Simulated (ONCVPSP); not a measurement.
# An ONCV potential for I, from input to tests

Aim: build the potential from the settings below, then test how well it stands in for the atom: other configurations, scattering, ghost states and the plane-wave cutoff that it needs.

The numbers are computed with ONCVPSP 4.0.1.1 (patched build) (PBE, scalar-relativistic, spin-unpolarised reference atom).

## Step 1: The design

Typed settings, in words:

```json
{
  "element": "iodine (I, Z = 53)",
  "type": "optimised norm-conserving Vanderbilt (ONCV)",
  "frozen core": "[Ar] 3d10 4s2",
  "valence charge": "23",
  "reference configuration": "4p6 4d10 5s2 5p3 (charge +2)",
  "partial waves": "5s: rc 1.70 bohr, ncon 4, nbas 7, qcut 3.5 1/bohr, 2 projectors, debl 3.5 Ha; 4p+5p: rc 1.30 bohr, ncon 4, nbas 7, qcut 8.4 1/bohr, 2 projectors; 4d: rc 1.45 bohr, ncon 5, nbas 10, qcut 12.5 1/bohr, 1 projector; f scattering state at 0.31 Ha: rc 1.70 bohr, ncon 5, nbas 8, qcut 6.6 1/bohr, 2 projectors, debl 3.8 Ha",
  "local potential": "polynomial inside 0.95 bohr (lpopt 5, dvloc0 0 Ha)",
  "core correction": "polynomial model core, fcfact 0.3"
}
```

The outer shells as boxes (Hund's rule for the drawing; the calculation is spin-unpolarised):

```
[Ar] core
3d [↑↓][↑↓][↑↓][↑↓][↑↓]
4s [↑↓]
4p [↑↓][↑↓][↑↓]
4d [↑↓][↑↓][↑↓][↑↓][↑↓]
5s [↑↓]
5p [↑ ][↑ ][↑ ]
```

The nodes and maxima of the atom's own shells, from an earlier all-electron run, set the scale for the radii.

All-electron outer shells of the reference configuration (PBE, scalar-relativistic, ld1.x):

```json
{"shell": "3d", "level (eV)": "-626.52", "outermost node (bohr)": "–", "outermost maximum (bohr)": "0.23"}
{"shell": "4s", "level (eV)": "-201.00", "outermost node (bohr)": "0.37", "outermost maximum (bohr)": "0.68"}
{"shell": "4p", "level (eV)": "-147.95", "outermost node (bohr)": "0.37", "outermost maximum (bohr)": "0.72"}
{"shell": "4d", "level (eV)": "-70.59", "outermost node (bohr)": "0.35", "outermost maximum (bohr)": "0.78"}
{"shell": "5s", "level (eV)": "-36.00", "outermost node (bohr)": "0.88", "outermost maximum (bohr)": "1.68"}
{"shell": "5p", "level (eV)": "-24.48", "outermost node (bohr)": "0.96", "outermost maximum (bohr)": "1.92"}
```

## Step 2: Generation

File I.dat:

```
# ATOM AND REFERENCE CONFIGURATION
# atsym  z   nc   nv     iexc    psfile
  I 53.00    7    4        4      upf
#
#   n    l    f
    1    0    2.00
    2    0    2.00
    2    1    6.00
    3    0    2.00
    3    1    6.00
    3    2   10.00
    4    0    2.00
    4    1    6.00
    4    2   10.00
    5    0    2.00
    5    1    3.00
#
# PSEUDOPOTENTIAL AND OPTIMIZATION
# lmax
    3
#
#   l,   rc,      ep,       ncon, nbas, qcut
    0    1.70    0.00    4    7    3.50
    1    1.30    0.00    4    7    8.40
    2    1.45    0.00    5   10   12.50
    3    1.70    0.31    5    8    6.60
#
# LOCAL POTENTIAL
# lloc, lpopt,  rc(5),   dvloc0
    4    5    0.95    0.00
#
# VANDERBILT-KLEINMAN-BYLANDER PROJECTORs
# l, nproj, debl
    0    2    3.50
    1    2    1.10
    2    1    0.40
    3    2    3.80
#
# MODEL CORE CHARGE
# icmod, fcfact, rcfact
    1    0.30    0.00
#
# LOG DERIVATIVE ANALYSIS
# epsh1, epsh2, depsh
   -7.00    5.00    0.04
#
# OUTPUT GRID
# rlmax, drl
    6.00    0.01
#
# TEST CONFIGURATIONS
# ncnf
    4
# nvcnf
#   n    l    f
    4
    4    1    6.00
    4    2   10.00
    5    0    2.00
    5    1    5.00
#
    4
    4    1    6.00
    4    2   10.00
    5    0    2.00
    5    1    4.00
#
    4
    4    1    6.00
    4    2   10.00
    5    0    2.00
    5    1    2.00
#
    4
    4    1    5.00
    4    2   10.00
    5    0    2.00
    5    1    5.00
#
```

Run with:

```sh
$ oncvpsp.x < I.dat > I.out
```

Q: Predict the outcome of this session. Wanted: cutoffs for 1 and 0.1 mHa per electron, occupied waves; bound ghosts; GHOST(+) flags; largest test error; largest phase difference near zero energy, channels read; rms error of d²Exc/dn², without and with the model core.

As calculated:

```
                                                quantity                           value
  cutoffs for 1 and 0.1 mHa per electron, occupied waves                 51 Ha and 59 Ha
                                            bound ghosts  s at -236.95 eV, f at -2.79 eV
                                          GHOST(+) flags                     s at 169 eV
                            largest test error (AE − PS)  -207 meV, for 4p5 4d10 5s2 5p5
largest phase difference near zero energy, channels read                       3.136 rad
 rms error of d²Exc/dn², without and with the model core               2.71 and 0.48 mHa
```

It has a bound ghost (s, f), a state that the atom doesn't have, and that rules the file out. By total energies transferability is fair for so large an energy: the largest error is 207 meV on 105.4 eV, for 4p5 4d10 5s2 5p5. That test lies far up in energy; among those under 40 eV, nearer to bonding, the largest error is 9.1 meV. It counts as hard, with 51 Ha needed at the looser tolerance. At the looser tolerance the 4d wave is the slowest; 4p needs 29 Ha. That counts occupied waves only; other projectors can need more. Of the channels read, f scatters worst near zero energy, by up to 3.14 rad. A step near π is an extra or missing state, not a misfit of shape. The pseudo curves have a pole with no partner nearby in the atom's: f at -0.10 Ha. The program also flags highly localised states, GHOST(+) (s). All of this concerns the isolated atom, not yet a solid.
